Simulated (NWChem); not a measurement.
# One shape, several levels: CH7NSn (SMILES C[NH][SnH3])

We compute a comparison of 6 runs (HF/def2-SVP, B3LYP/def2-SVP, PBE0/def2-SVP, SVWN5/def2-SVP, MP2/def2-SVP, CCSD(T)/def2-SVP) of CH7NSn. 

Program for the calculation: NWChem 7.3.0.

1 further run of the same task is left out (it didn't finish).

## (1) The system as given

CH7NSn: 10 atoms, total charge 0, spin state singlet. SMILES: `C[NH][SnH3]`. The Sn3–H10 distance was set to 3.780 Å, away from the relaxed value. At this shape a bond of the SMILES string is far longer than usual.

Bond lengths: C1–N2 1.451 Å, N2–Sn3 2.028 Å, C1–H4 1.095 Å, C1–H5 1.094 Å, C1–H6 1.101 Å, N2–H7 1.011 Å, Sn3–H8 1.705 Å, Sn3–H9 1.706 Å. Some angles: C1–N2–Sn3 118.3°, C1–N2–H7 111.0°, Sn3–N2–H7 112.3°, N2–C1–H4 110.3°, N2–C1–H5 109.7°, N2–C1–H6 115.2°, N2–Sn3–H8 106.4°, N2–Sn3–H9 105.8°, H4–C1–H5 106.6°, H4–C1–H6 107.5°.

## (2) The energy at HF/def2-SVP (core potential) (run 1)

Contents of run.nw:

```
start run
title "CH7NSn"
memory total 2200 mb

geometry noautosym nocenter noautoz
  C       -2.485870      -0.547352      -0.714681
  N       -1.930470      -1.838252      -0.351981
  Sn      -0.690170      -1.934752       1.249619
  H       -3.251670      -0.667752      -1.488181
  H       -2.984270      -0.104252       0.152819
  H       -1.755670       0.189248      -1.082981
  H       -1.550170      -2.309352      -1.161681
  H       -0.135770      -3.544352       1.334419
  H       -1.640070      -1.500852       2.598219
  H        2.220200       0.458400       0.948000
end

basis spherical bse
  * library def2-SVP
end

ecp bse
  Sn library def2-SVP
end

scf
  singlet
  rhf
  thresh 1e-08
  maxiter 80
  print low
end

task scf energy
```

On the command line:

```
$ nwchem run.nw > run.out
```

Standard output:

```text
[...]
  functions       =    89
[...]
  wavefunction    = RHF
[...]
         Total SCF energy =   -309.442902504601
      One-electron energy =   -778.815305050389
      Two-electron energy =    331.186775571165
 Nuclear repulsion energy =    138.185626974623
        Time for solution =     25.0s
 Task  times  cpu:       26.1s     wall:       26.1s
[...]
```

Wall time 27 s (1 thread of Intel Xeon Platinum 8259CL at 2.50GHz (Skylake/Cascade Lake), shared host); peak memory 0.099 GiB.

## (3) The energy at B3LYP/def2-SVP (core potential) (run 2)

Contents of ch7nsn.nw:

```
start ch7nsn
memory stack 880 mb heap 220 mb global 1100 mb
charge 0
geometry units bohr noautosym nocenter noautoz
  C  -4.69761348 -1.03434537 -1.35055136
  N  -3.64805959 -3.47379283 -0.66514769
  Sn -1.30423228 -3.65615140  2.36143767
  H  -6.14476575 -1.26186840 -2.81225451
  H  -5.63945298 -0.19700773  0.28878606
  H  -3.31773547  0.35762689 -2.04653749
  H  -2.92939675 -4.36404281 -2.19525893
  H  -0.25656812 -6.69785457  2.52168645
  H  -3.09928313 -2.83619923  4.90992232
  H   4.19556994  0.86625046  1.79146037
end
basis spherical bse
  * library def2-SVP
end
ecp bse
  Sn library def2-SVP
end
dft
  xc b3lyp
  mult 1
  grid xfine
  convergence energy 1e-08
  maxiter 100
  mulliken
  print low
end
task dft energy
```

On the command line:

```
$ nwchem ch7nsn.nw > ch7nsn.out
```

Standard output:

```text
[...]
 d= 0,ls=0.0,diis     1   -311.0771911181 -4.49D+02  2.85D-02  3.68D-01     7.5
[...]
 d= 0,ls=0.0,diis    16   -311.1903770250 -6.77D-09  4.37D-07  7.57D-10   110.2
         Total DFT energy =     -311.190377024998
      One electron energy =     -779.849823539597
           Coulomb energy =      363.389460966603
    Exchange-Corr. energy =      -32.915631467798
 Nuclear repulsion energy =      138.185617015793
[...]
      Total Density - Mulliken Population Analysis
     ---------------------------------------------
    Atom       Charge   Shell Charges
 -----------   ------   -------------------------------------------------------
    1 C    6     5.89   1.98  0.90  0.09  2.11  0.76  0.04
    2 N    7     7.41   1.99  1.02  0.52  2.40  1.47  0.02
    3 Sn  22    21.54   0.42  1.60  1.14  0.30  2.76  3.25  1.31  0.64  9.71  0.41
    4 H    1     0.98   0.75  0.21  0.02
    5 H    1     0.97   0.75  0.20  0.02
    6 H    1     0.97   0.75  0.20  0.02
    7 H    1     0.86   0.72  0.10  0.04
    8 H    1     1.08   0.69  0.38  0.01
    9 H    1     1.07   0.68  0.38  0.01
   10 H    1     1.22   0.51  0.71  0.00
[...]
```

Wall time 1.9 min (1 thread of Intel Xeon Platinum 8259CL at 2.50GHz (Skylake/Cascade Lake), shared host); peak memory 0.15 GiB.

Run 3 isn't shown in full; the table further down has it.

## (4) A single-point energy at SVWN5/def2-SVP (core potential) (run 4)

Contents of run.py:

```python
from ase import Atoms
from ase.calculators.nwchem import NWChem

system = Atoms(['C', 'N', 'Sn', 'H', 'H', 'H', 'H', 'H', 'H', 'H'], positions=[
    [-2.485870, -0.547352, -0.714681],
    [-1.930470, -1.838252, -0.351981],
    [-0.690170, -1.934752, 1.249619],
    [-3.251670, -0.667752, -1.488181],
    [-2.984270, -0.104252, 0.152819],
    [-1.755670, 0.189248, -1.082981],
    [-1.550170, -2.309352, -1.161681],
    [-0.135770, -3.544352, 1.334419],
    [-1.640070, -1.500852, 2.598219],
    [2.220200, 0.458400, 0.948000],
])

calc = NWChem(
    label='work',
    theory='dft',
    memory='2200 mb',
    basis='def2-SVP',
    basispar='spherical bse',
    dft={'xc': 'slater vwn_5', 'mult': '1', 'grid': 'xfine', 'convergence': 'energy 1e-08', 'iterations': '100', 'mulliken': None},
    task='energy',
    **{'ecp bse': {'Sn library': 'def2-SVP'}},
)
system.calc = calc

print(f"energy = {system.get_potential_energy():.6f} eV")
print("dipole (e A):", system.get_dipole_moment().round(4))
```

On the command line:

```
$ export ASE_NWCHEM_COMMAND="nwchem PREFIX.nwi > PREFIX.nwo"
$ python run.py
```

Standard output:

```text
energy = -8433.358627 eV
dipole (e A): [-0.5972 -0.3073 -0.27  ]
```

The calculator wrote work.nwi:

```
title "work"

permanent_dir work

scratch_dir work

start work

geometry units angstrom nocenter noautosym noautoz
  C  -2.4858699999999998e+00 -5.4735199999999995e-01 -7.1468100000000001e-01
  N  -1.9304699999999999e+00 -1.8382520000000000e+00 -3.5198099999999999e-01
  Sn -6.9016999999999995e-01 -1.9347520000000000e+00 1.2496190000000000e+00
  H  -3.2516699999999998e+00 -6.6775200000000001e-01 -1.4881810000000000e+00
  H  -2.9842700000000000e+00 -1.0425200000000000e-01 1.5281900000000001e-01
  H  -1.7556700000000001e+00 1.8924800000000000e-01 -1.0829810000000000e+00
  H  -1.5501700000000000e+00 -2.3093520000000001e+00 -1.1616810000000000e+00
  H  -1.3577000000000000e-01 -3.5443519999999999e+00 1.3344190000000000e+00
  H  -1.6400699999999999e+00 -1.5008520000000001e+00 2.5982189999999998e+00
  H  2.2202000000000002e+00 4.5839999999999997e-01 9.4799999999999995e-01
end

memory 2200 mb

basis spherical bse noprint
   * library def2-SVP
end

dft
  xc slater vwn_5
  mult 1
  grid xfine
  convergence energy 1e-08
  iterations 100
  mulliken
end
ecp bse
  Sn library def2-SVP
end

task dft energy
```

work.nwo, cut to the lines that bear on the results:

```text
[...]
      One electron energy =     -779.955106672699
[... 1 line left out ...]
    Exchange-Corr. energy =      -31.550166585138
[... 6 lines left out ...]
                       DFT Final Molecular Orbital Analysis
[... 653 lines left out ...]
    Atom       Charge   Shell Charges
[...]
```

Wall time 100 s (1 thread of Intel Xeon Platinum 8259CL at 2.50GHz (Skylake/Cascade Lake), shared host); peak memory 0.15 GiB.

Run 5 isn't shown in full; the table further down has it.

## (5) A single-point energy at CCSD(T)/def2-SVP (core potential) (run 6)

Contents of ch7nsn.nw:

```
start ch7nsn
title "CH7NSn energy"
memory 2200 mb
geometry noautosym nocenter noautoz
 C     -2.485870    -0.547352    -0.714681
 N     -1.930470    -1.838252    -0.351981
 Sn    -0.690170    -1.934752     1.249619
 H     -3.251670    -0.667752    -1.488181
 H     -2.984270    -0.104252     0.152819
 H     -1.755670     0.189248    -1.082981
 H     -1.550170    -2.309352    -1.161681
 H     -0.135770    -3.544352     1.334419
 H     -1.640070    -1.500852     2.598219
 H      2.220200     0.458400     0.948000
end
basis spherical bse
 * library def2-SVP
end
ecp bse
 Sn library def2-SVP
end
scf
 nopen 0
 rhf
 thresh 1e-08
 maxiter 80
end
ccsd
 freeze core 6
 maxiter 60
end
task ccsd(t) energy
```

On the command line:

```
$ nwchem ch7nsn.nw > ch7nsn.out
```

Standard output:

```text
[...]
  functions       =    89
[...]
  wavefunction    = RHF
[...]
         Total SCF energy =   -309.442902504601
      One-electron energy =   -778.815305050389
      Two-electron energy =    331.186775571165
 Nuclear repulsion energy =    138.185626974623
        Time for solution =     27.6s
[...]
 Total MP2 energy:           -309.911744336232061
[...]
             energy      energy      error      ampl     ampl      Block
                                                time     time      time
[...]
 Total CCSD energy:           -309.984893822247841
[...]
 Total CCSD+T(CCSD) energy:           -310.016436679294145
[...]
 Total CCSD(T) energy:                -310.014325805220608
[...]
```

Wall time 5.2 min (1 thread of Intel Xeon Platinum 8259CL at 2.50GHz (Skylake/Cascade Lake), shared host); peak memory 0.27 GiB.

## (6) Overview of the runs

```
run                              level  iteration cap   module  energy (Eh)  wall time
  1       HF/def2-SVP (core potential)             80      scf  -309.442903       27 s
  2    B3LYP/def2-SVP (core potential)            100      dft  -311.190377    1.9 min
  3     PBE0/def2-SVP (core potential)            100      dft  -310.992508       92 s
  4    SVWN5/def2-SVP (core potential)            100      dft  -309.920216      100 s
  5      MP2/def2-SVP (core potential)             80      mp2  -309.911744       32 s
  6  CCSD(T)/def2-SVP (core potential)             80  ccsd(t)  -310.014326    5.2 min
```

## (7) Results

| quantity | value |
| --- | --- |
| run 6: total energy | -310.01433 Eh |
| run 6: HOMO energy (Hartree–Fock orbitals) | -7.05 eV |
| run 6: LUMO energy (Hartree–Fock orbitals) | -1.19 eV |
| run 6: HOMO–LUMO gap (Hartree–Fock orbitals) | 5.86 eV |
| run 6: correlation energy (6 core orbitals frozen) | -571.4 mEh |
| run 6: (T) correction | -29.43 mEh |

Below the HF energy at the same shape and in the same basis (def2-SVP): MP2 -468.8 mEh; CCSD(T) -571.4 mEh. Totals of different functionals can't be ranked against each other. In runs 1, 2, 3, 4, 5, 6 a closed-shell determinant meets a far-stretched bond, which it describes badly. All runs together took 11 min, the longest 5.2 min.
